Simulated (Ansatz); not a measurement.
**Cl− with CH5N: structure and interaction energy**

The task here is to estimate one member of a computed series from the others.

The runs use Ansatz 0.2.0, Gaussian basis; PBE0-D4 structure, single points in def2-TZVPPD.

Levels: PBE-D4, revPBE-D4, BLYP-D4, r2SCAN-D4, B97M-V, PBE0-D4, B3LYP-D4, HSE06-D4, wB97X-V, wB97M-V, B2PLYP, Hartree-Fock, MP2, CCSD, CCSD(T). The reference is CCSD(T) extrapolated to the basis limit.

Cores are frozen in the correlated methods. B3LYP uses VWN-RPA correlation. B2PLYP carries no dispersion term here.

163 further runs of the same task are left out: 163 set aside as unsound or not needed.

### Where the work starts

The pair, from a GFN2-xTB docking trial: 8 atoms, charge -1, spin multiplicity 1.

Atoms are counted from 1 here; the program's logs count them from 0.

Bond lengths: C2–N3 1.449 Å, C2–H4 1.102 Å, C2–H5 1.090 Å, C2–H6 1.097 Å, N3–H7 1.029 Å, N3–H8 1.019 Å. Angles: N3–C2–H4 114.9°, N3–C2–H5 108.5°, N3–C2–H6 109.2°, H4–C2–H5 107.6°, H4–C2–H6 108.1°, H5–C2–H6 108.4°, C2–N3–H7 108.8°, C2–N3–H8 109.2°, H7–N3–H8 105.0°.

Geometry (Å):

```tsv
atom	x (Å)	y (Å)	z (Å)
Cl1	-1.2600	0.3260	-2.7978
C2	0.7229	-0.0271	0.5617
N3	-0.6478	-0.4100	0.2903
H4	0.9743	1.0132	0.2994
H5	1.3838	-0.6805	-0.0087
H6	0.9335	-0.1692	1.6290
H7	-0.8295	-0.3036	-0.7174
H8	-1.2772	0.2512	0.7434
```

Atoms 1 to 1 are fragment A (Cl−), the rest fragment B (CH5N).

Set-up of the first run:

Input file pre/in.yaml:

```yaml
crystal:
  periodic: [false, false, false]
  atoms:
    - {symbol: Cl, position_ang: [-1.260000, 0.326000, -2.797800]}
    - {symbol: C, position_ang: [0.722900, -0.027100, 0.561700]}
    - {symbol: N, position_ang: [-0.647800, -0.410000, 0.290300]}
    - {symbol: H, position_ang: [0.974300, 1.013200, 0.299400]}
    - {symbol: H, position_ang: [1.383800, -0.680500, -0.008700]}
    - {symbol: H, position_ang: [0.933500, -0.169200, 1.629000]}
    - {symbol: H, position_ang: [-0.829500, -0.303600, -0.717400]}
    - {symbol: H, position_ang: [-1.277200, 0.251200, 0.743400]}
basis:
  gaussian: {orbitals: def2-SVPD}
total_charge: -1
hamiltonian: {xc: pbe, dispersion: d4}
relax: {f_tol: 0.03, max_steps: 250}
```

On the command line:

```
> ansatz run in.yaml --threads 2 --pin off --events-out ev --progress --plain --max-ram 5222MiB
```

Steps of the session up to this table: A first relaxation in a small basis; Relaxation at PBE0-D4; wB97X-V/def2-TZVPPD; wB97M-V/def2-TZVPPD; B2PLYP/def2-TZVPPD; B97M-V/def2-TZVPPD; CCSD(T)/def2-TZVPPD; MP2/def2-QZVPPD; Hartree-Fock/STO-3G; SPW92/def2-SVP; wB97M-V/def2-SVP; CCSD(T)/def2-SVP; Vibrations of the pair.

One of the session's tables, all rows but one given; the rest of the session is left out.

```
      method  interaction (kJ/mol)
      PBE-D4                -47.03
   revPBE-D4                -46.98
     BLYP-D4                -44.76
   r2SCAN-D4                -44.78
      B97M-V                -42.36
     PBE0-D4                -45.26
    B3LYP-D4                -44.26
    HSE06-D4                -45.21
     wB97X-V                -42.15
     wB97M-V                -42.39
      B2PLYP                -38.56
Hartree-Fock                -27.74
         MP2                -41.05
        CCSD                -37.87
     CCSD(T)                -39.99
 CCSD(T)/CBS                     ?
```

Estimate the missing values for CCSD(T)/CBS.

The run gave: interaction (kJ/mol): -42.80. In the column «interaction (kJ/mol)» it lies between B3LYP-D4 (-44.26) and wB97M-V (-42.39).
